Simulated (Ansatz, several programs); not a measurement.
An ordered 8-atom cell of In4Sb3As on the zincblende lattice (P-4m2), relaxed with r2SCAN in Ansatz (plane waves, PAW): the symmetry is P-4m2 (No. 115, tetragonal); conventional cell a = 4.564 Å, c = 12.871 Å, 33.51 Å³ an atom. As has 4 In at 2.70 Å; In has 2 As at 2.70 Å and 2 Sb at 2.82 Å; Sb has 4 In at 2.82 Å; In has 4 Sb at 2.82–2.83 Å; Sb has 4 In at 2.83 Å. The cell was then scaled with its shape and fractional coordinates held, which makes it stiffer than a relaxed compression. The structure was generated, not taken from experiment, and needn't be the ground state; spin polarisation is off.

```
V (Å³/atom)  E (meV/atom)
     31.501         18.93
     33.511          0.00
     34.517          4.15
     35.522         15.68
```

Q: Pass a cubic E = c₀ + c₁u + c₂u² + c₃u³, with u = V − 33.763 Å³, through these points.

A: c₀ = 0.28, c₁ = +2.147, c₂ = 4.124, c₃ = -0.2081 (meV and Å³).

Q: Where is the minimum, and what bulk modulus follows?

A: dE/du = 0 at u = -0.255, so V₀ = 33.51 Å³. B = V₀ d²E/dV² = 33.51 × (2c₂ + 6c₃u) = 33.51 × 8.567 = 287 meV/Å³, and 1 meV/Å³ is 0.16022 GPa: 46 GPa. A third-order Birch-Murnaghan fit to all five points gives 33.50 Å³ and 46 GPa.

Q: Predict the energy and the pressure at the withheld volume, 32.506 Å³.

A: With u = -1.257: E ≈ 4.51 meV and P = −dE/dV ≈ +1.48 GPa. The run gives 4.44 meV and, from its stress, +1.45 GPa.
